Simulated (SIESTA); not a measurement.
ErAl2Ge2:

```xyz
5
Lattice="4.2222 0.0000 0.0000 -2.1111 3.6566 0.0000 0.0000 0.0000 6.5661" Properties=species:S:1:pos:R:3 pbc="T T T"
Er    0.0000    0.0000    0.0000
Ge    0.0000    2.4377    1.6853
Ge    2.1111    1.2189    4.8808
Al    0.0000    2.4377    4.2412
Al    2.1111    1.2189    2.3249
```

The cell is a database's computed one.

```yaml
Program: SIESTA 5.4.2
Task: single point
Functional: PBEsol
Potentials_or_basis: PseudoDojo 0.4 standard with PseudoDojo 3+ lanthanides (4f in the core) (PBE and PBEsol files)
Basis: DZP (energy shift 0.003 Ry; two zetas on semicore shells)
Grid_cutoff: 800 Ry
Energy_shift: 0.003 Ry
k_mesh: 7 × 7 × 4
Occupations: fermi-dirac, width 0.05 eV
Spin: collinear spin, ferromagnetic start
Starting_moments: "[3.0, 0.0, 0.0, 0.0, 0.0] μB"
```

On this cell: pressure -0.3 GPa; largest force 0.328 eV/Å; net moment 0.00 μB per cell; band gap on the k mesh none (metal or under the smearing width).

The same run follows on a disturbed copy (atoms moved at random, drawn with an rms of 0.05 Å):

```
CELL_PARAMETERS angstrom
4.22224 0.00000 0.00000
-2.11112 3.65657 0.00000
0.00000 0.00000 6.56608
ATOMIC_POSITIONS crystal
Er 0.00777 0.99052 0.00215
Ge 0.31811 0.66529 0.25902
Ge 0.66128 0.33166 0.73112
Al 0.34056 0.67265 0.64942
Al 0.68060 0.34556 0.35679
```

Problem. What changes?

Solution. The energy (extrapolated to zero smearing) moves by +27.7 meV/atom; pressure 0.6 GPa; largest force 1.200 eV/Å; net moment 0.00 μB per cell; band gap on the k mesh none (metal or under the smearing width).

Forces in eV/Å, atoms in the order of the input:
```
Er  -0.407  0.188 -0.188
Ge   0.954  0.276 -0.425
Ge   0.327  0.140  1.146
Al  -0.228 -0.212  0.024
Al  -0.645 -0.393 -0.558
```

Stress tensor (GPa, compression positive):
```
 0.81  0.57 -0.20
 0.57  0.15 -0.35
-0.20 -0.35  0.72
```

Caveats: the magnetic or orbital state may not be the lowest; the potentials were made for another functional, which shifts forces and pressure; short orbitals over semicore shells can move pressures by several GPa; spin-orbit coupling is left out, which moves the levels of the heavy elements; the 4f electrons are frozen in the core as for a trivalent ion, so they carry no moment and show no levels; the basis of atomic orbitals isn't converged, which shifts pressures, moduli and gaps.
